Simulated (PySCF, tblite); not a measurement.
**C₃H₃F₄S radical: geometry, infrared bands and EPR parameters**

What infrared bands and EPR parameters should C₃H₃F₄S radical (`[CH2]S[C@H](F)C(F)(F)F`) show?

Programs: tblite 0.8.0 and PySCF 2.14.0, with density-fitted response routines of our own. Each step states its level of theory. These are calculated values for one molecule in the gas phase, unless marked as measured. Atoms are numbered from 0 throughout.

## 1. The starting structure

11 atoms, charge 0, multiplicity 2; geometry from: force field or distance geometry start.

Bonds of the start (Å): C0–S1 1.79, S1–C2 1.80, C2–F3 1.38, C2–C4 1.52, C4–F5 1.38, C4–F6 1.39, C4–F7 1.36, C0–H8 1.10, C0–H9 1.07, C2–H10 1.12.

## 2. Relaxing the molecule with GFN2-xTB

What the job is given:

```
{"job": {"kind": "relax", "xc": "GFN2-xTB", "basis": "xTB"}, "charge": 0, "multiplicity": 2}
C      2.111600    -0.336200    -0.003100
S      1.010500     0.897600    -0.695000
C     -0.623800     0.914000     0.048900
F     -0.618600     1.322900     1.362900
C     -1.292400    -0.449500    -0.044900
F     -0.471400    -1.329700     0.639100
F     -1.439000    -0.872000    -1.358300
F     -2.485800    -0.385400     0.612300
H      1.912500    -1.385000    -0.260700
H      3.129600    -0.049400     0.181300
H     -1.227800     1.675400    -0.508300
```

On the command line:

```sh
OMP_NUM_THREADS=1 python probes_run.py task.json out
```

This one command runs all jobs of the session in turn.

Output:

```text
step      E/eV     max force
  0    -816.82581    2.353
  1    -817.06743    1.490
  2    -817.21326    0.875
  3    -817.24654    0.587
  4    -817.28549    0.533
  5    -817.30108    0.502
  6    -817.31938    0.341
  7    -817.33226    0.396
  8    -817.34591    0.410
  9    -817.35561    0.310
 10    -817.36221    0.165
 11    -817.36699    0.210
 12    -817.37278    0.263
 13    -817.37873    0.246
 14    -817.38303    0.149
 15    -817.38580    0.119
 16    -817.38819    0.167
 17    -817.39068    0.175
 18    -817.39361    0.182
 19    -817.39674    0.157
 20    -817.39976    0.135
 21    -817.40264    0.141
 22    -817.40583    0.223
 23    -817.40938    0.242
 24    -817.41253    0.165
 25    -817.41500    0.139
 26    -817.41734    0.134
 27    -817.42056    0.204
 28    -817.42496    0.237
 29    -817.42918    0.161
 30    -817.43212    0.128
 31    -817.43356    0.175
 32    -817.43485    0.197
 33    -817.43659    0.154
 34    -817.43970    0.132
 35    -817.44066    0.103
 36    -817.44130    0.084
 37    -817.44230    0.082
 38    -817.44301    0.064
 39    -817.44375    0.060
 40    -817.44416    0.059
 41    -817.44460    0.061
 42    -817.44508    0.057
 43    -817.44564    0.055
 44    -817.44618    0.058
 45    -817.44664    0.050
 46    -817.44700    0.038
 47    -817.44724    0.030
 48    -817.44735    0.026
 49    -817.44741    0.024
 50    -817.44747    0.018
 51    -817.44755    0.023
 52    -817.44765    0.022
 53    -817.44774    0.027
 54    -817.44781    0.028
 55    -817.44789    0.025
 56    -817.44802    0.041
 57    -817.44824    0.048
 58    -817.44848    0.057
 59    -817.44868    0.034
 60    -817.44881    0.035
 61    -817.44891    0.029
 62    -817.44906    0.042
 63    -817.44932    0.055
 64    -817.44960    0.048
 65    -817.44987    0.039
 66    -817.45012    0.041
 67    -817.45034    0.036
 68    -817.45050    0.037
 69    -817.45064    0.031
 70    -817.45080    0.038
 71    -817.45097    0.046
 72    -817.45115    0.044
 73    -817.45133    0.035
 74    -817.45153    0.035
 75    -817.45176    0.042
 76    -817.45206    0.066
 77    -817.45247    0.092
 78    -817.45301    0.077
 79    -817.45350    0.044
 80    -817.45385    0.057
 81    -817.45420    0.073
 82    -817.45448    0.070
 83    -817.45484    0.061
 84    -817.45537    0.054
 85    -817.45570    0.048
 86    -817.45599    0.037
 87    -817.45615    0.065
 88    -817.45623    0.023
 89    -817.45633    0.041
 90    -817.45642    0.029
 91    -817.45646    0.024
 92    -817.45648    0.005
```

Wall time 0.49 s (1 thread of Arm Neoverse V1, shared host).

The steps of the relaxation: (not every step is listed)

```
step  energy from step 0 (eV)  largest force (eV/Å)
   0                   0.0000                2.3535
   1                  -0.2416                1.4900
   2                  -0.3874                0.8750
   3                  -0.4207                0.5867
   4                  -0.4597                0.5325
   5                  -0.4753                0.5017
   6                  -0.4936                0.3412
   7                  -0.5064                0.3962
   8                  -0.5201                0.4098
  15                  -0.5600                0.1193
  22                  -0.5800                0.2232
  29                  -0.6034                0.1608
  36                  -0.6155                0.0837
  43                  -0.6198                0.0553
  50                  -0.6217                0.0184
  57                  -0.6224                0.0483
  64                  -0.6238                0.0484
  71                  -0.6252                0.0459
  78                  -0.6272                0.0772
  85                  -0.6299                0.0483
  87                  -0.6303                0.0646
  88                  -0.6304                0.0234
  89                  -0.6305                0.0408
  90                  -0.6306                0.0286
  91                  -0.6306                0.0238
  92                  -0.6307                0.0054
```

Distances of close pairs at the start and the end, largest changes first:

```
  bond  before (Å)  after (Å)  change (Å)
 C0–S1       1.793      1.694      -0.099
 S1–C2       1.796      1.853      +0.057
 C4–F5       1.384      1.332      -0.052
 C4–F6       1.387      1.337      -0.051
 C0–H8       1.098      1.071      -0.028
 C4–F7       1.364      1.337      -0.026
C2–H10       1.120      1.096      -0.024
 C2–F3       1.376      1.354      -0.022
```

The final coordinates are the input of the step that follows.

## 3. Vibrational analysis with GFN2-xTB

What the job is given:

```
{"job": {"kind": "ir", "xc": "GFN2-xTB", "basis": "xTB"}, "charge": 0, "multiplicity": 2}
C      2.077105    -0.118028     0.052493
S      1.051085     0.775731    -0.956270
C     -0.516285     0.816411     0.031327
F     -0.263907     1.050118     1.341423
C     -1.309733    -0.488778    -0.106242
F     -0.674301    -1.550885     0.386117
F     -1.571481    -0.740103    -1.392879
F     -2.486929    -0.408329     0.523380
H      1.704240    -0.948551     0.615842
H      3.122070    -0.021135    -0.155841
H     -1.126439     1.636219    -0.365314
```

Output:

```text
mode    cm-1     km/mol
  1      34.1      0.20
  2      85.4      2.32
  3     138.1      3.84
  4     191.8      7.80
  5     214.0      2.42
  6     237.8      3.51
  7     298.7      3.52
  8     356.9      9.52
  9     421.5     19.10
 10     463.2     57.80
 11     465.2     11.85
 12     512.6     11.69
 13     624.8     46.41
 14     691.6      1.93
 15     828.9     19.26
 16     878.9      8.40
 17     909.8      6.60
 18    1052.7    224.25
 19    1067.3     30.68
 20    1090.2    323.25
 21    1161.2     54.74
 22    1168.3    136.58
 23    1246.4     29.84
 24    1324.3      1.79
 25    2946.5      2.74
 26    3139.9      1.24
 27    3201.7      0.35
```

Run time: 0.29 s. Hardware: 1 thread of Arm Neoverse V1, shared host.

Which atoms move in the most intense modes:

```
cm⁻¹  km/mol                               atoms
 463    57.8           H8 48 %, H9 23 %, C0 20 %
 625    46.4  F6 29 %, C2 20 %, F7 16 %, C4 14 %
1053   224.2          C4 51 %, H10 21 %, F7 17 %
1067    30.7           C2 48 %, F3 29 %, C4 10 %
1090   323.2                    C4 66 %, F6 19 %
1161    54.7          H10 54 %, C4 23 %, C2 16 %
1168   136.6          C4 62 %, H10 18 %, F5 11 %
1246    29.8                   H10 69 %, C2 21 %
```

## 4. g tensor and hyperfine couplings: B3LYP/pcH-1

Settings changed since step 3:

```diff
@@ -1,2 +1,2 @@
-{"job": {"kind": "ir", "xc": "GFN2-xTB", "basis": "xTB"}, "charge": 0, "multiplicity": 2}
+{"job": {"kind": "epr", "basis": "pcH-1"}, "charge": 0, "multiplicity": 2}
 C      2.077105    -0.118028     0.052493
```

With the program's defaults for keys left out, this is: UKS B3LYP, pcH-1 on C F H S, non-relativistic, mean-field spin-orbit, GIAO.

Output:

```text
UKS, coarse grid
  cycle   1  E = -913.45877258  |g| = 7.64e-01
  cycle   2  E = -913.10710642  |g| = 1.32e+00
  cycle   3  E = -913.64839773  |g| = 5.88e-02
  cycle   4  E = -913.64897063  |g| = 5.23e-02
  cycle   5  E = -913.64998579  |g| = 9.18e-03
  cycle   6  E = -913.65002550  |g| = 3.66e-03
  cycle   7  E = -913.65003412  |g| = 1.63e-03
  cycle   8  E = -913.65003613  |g| = 7.81e-04
UKS, final grid
  cycle   1  E = -913.65000372  |g| = 1.06e-03
  cycle   2  E = -913.65000318  |g| = 1.62e-03
  cycle   3  E = -913.65000418  |g| = 1.09e-04
  cycle   4  E = -913.65000418  |g| = 3.18e-05
  cycle   5  E = -913.65000418  |g| = 2.27e-05
E = -913.65000418 Eh   <S^2> = 0.7548 (exact 0.7500)
g shifts (ppm)      1          2          3
  rmc          -166       -166       -166
  gc             18         38         23
  oz_so          88       1339       5517
  total         -60       1211       5374
hyperfine (MHz)  atom isotope    a_iso     a_fc   dipolar eigenvalues
    0   13C     109.32     109.08    -71.81    -70.94    142.75
    1   33S       8.72       9.11    -22.38    -20.28     42.65
    2   13C      26.73      26.74     -3.14     -2.59      5.73
    3   19F       0.61       0.39    -14.78     -8.71     23.49
    4   13C       3.45       3.45     -0.78     -0.52      1.31
    5   19F       3.13       3.14     -3.08     -2.65      5.73
    6   19F      14.44      14.43     -3.50     -2.32      5.82
    7   19F      -2.36      -2.38     -2.08      0.42      1.66
    8    1H     -35.28     -35.35    -33.28     -1.75     35.02
    9    1H     -55.75     -55.84    -33.95     -1.97     35.92
   10    1H       2.32       2.32     -2.44     -2.04      4.48
```

Run time: 57 s. Hardware: 1 thread of Arm Neoverse V1, shared host; peak memory 0.86 GiB.

Principal g values 2.00226, 2.00353, 2.00769; g(iso) = 2.00449, against 2.00232 for a free electron.

Mean a(iso) over the nuclei that a row names, and the largest dipolar term of the row (other rows stand at the frozen geometry):

```
    nuclei  isotope  a(iso) (MHz)  a(iso) (G, at g = 2.0023)  largest dipolar term (MHz)
        C0      13C         109.3                       39.0                       142.8
    H8, H9       1H         -45.5                      -16.2                        35.9
        C2      13C          26.7                        9.5                         5.7
        S1      33S           8.7                        3.1                        42.7
F5, F6, F7      19F           5.1                        1.8                         5.8
        C4      13C           3.4                        1.2                         1.3
       H10       1H           2.3                        0.8                         4.5
        F3      19F           0.6                        0.2                        23.5
```

Mulliken spin populations:

```
atom  value (e)
  C0       0.88
  S1       0.15
  C2       0.02
  F3       0.00
  C4       0.00
  F5       0.00
  F6       0.00
  F7       0.00
  H8      -0.03
  H9      -0.04
 H10       0.00
```

In first order the couplings over 0.8 MHz of 1H, 19F give 24 distinct lines over 38.7 G, if the averaged nuclei exchange fast; the same motion can average rows kept apart here too.

The fields below are evaluated on a grid from the run's orbitals.

ELF in a plane through or near 6 of the atoms.

Ten even steps from '0' (0.00) to '9' (1.00):
```
0000000000000000000000000000
0000000000000000000000000000
0000000000000000000000000000
0000000000000001100000000000
0000000000000145530000000000
0000000014300478850000000000
0000000158810686830022000000
0000122269950477731365200000
0001688668840015116787300000
0003999923530027217787300000
0003999953853668952465200000
0000588656755823630122000000
0000011114665644982000000000
0000000014774259998100000000
0000000014763029999300000000
0000000003541006997000000000
0000000001210001430000000000
0000000000000000000000000000
0000000000000000000000000000
0000000000000000000000000000
```
The map spans 11.4 Å across and 8.5 Å up, centred on the molecule. Atoms in the plane (x, y in Å): C0 (-2.1, 0.1), C2 (0.5, -0.8), C4 (1.3, 0.5), F5 (0.7, 1.6), H9 (-3.1, 0.0), H10 (1.1, -1.7).

log10 of the density (e/Å³) in the same plane.

Ten even steps from '0' (-4.0) to '9' (1.3):
```
0000000000000000000000000000
0000000000000000000000000000
0000000000000112210000000000
0000000011111344432000000000
0000011222223456653210000000
0000122334434578764332100000
0001233455545689865544310000
0002345566655678876665420000
0012456677765567887776531000
0013467789765567887876531000
0013467777776778776665430000
0012456667777789765554310000
0001344556666778765433100000
0000123345666667765321000000
0000012344555556664321000000
0000001233444445543210000000
0000000122333333332100000000
0000000001111112211000000000
0000000000000000000000000000
0000000000000000000000000000
```
The map spans 11.4 Å across and 8.5 Å up, centred on the molecule. Atoms in the plane (x, y in Å): C0 (-2.1, 0.1), C2 (0.5, -0.8), C4 (1.3, 0.5), F5 (0.7, 1.6), H9 (-3.1, 0.0), H10 (1.1, -1.7).

On the surface of density 0.002 e/bohr³ the electrostatic potential runs, from the 1st to the 99th percentile, from -0.63 V near F3 to 1.69 V near H10.

The spin density lies nearest to C0 57 %; S1 20 %; H8, H9 about 9 % each.

## 5. Outcome

| quantity | value |
| --- | --- |
| strongest single infrared mode (GFN2-xTB) | 1090 cm⁻¹, 323 km/mol |
| zero-point energy (GFN2-xTB) | 35.4 kcal/mol |
| g(iso) (B3LYP) | 2.00449 |
| ⟨S²⟩ | 0.755 (exact 0.75) |
| largest a(iso) (averaged by class) | 13C on C0, 109.3 MHz |
| potential on the surface of density 0.002 e/bohr³, 1st and 99th percentile | -0.63 V and 1.69 V |

What this shows: The optimisation took 92 steps and gained 0.631 eV; among the close pairs (by a distance rule), C0–S1 changed most, from 1.793 to 1.694 Å. All 27 modes are real, so the xTB geometry is a minimum. The strongest single mode, at 1090 cm⁻¹, moves mainly C4. Unscaled tight-binding wavenumbers are off by several per cent, some by more. Its intensities can rank the bands wrongly. C0 carries the largest spin population, 0.88 e. The isotropic g lies 2.2 ppt above the free-electron value. These values are for one conformer; the search (at its own cheap level) found 2 more, at 0.22, 0.23 kcal/mol, and measured spectra average over such forms.
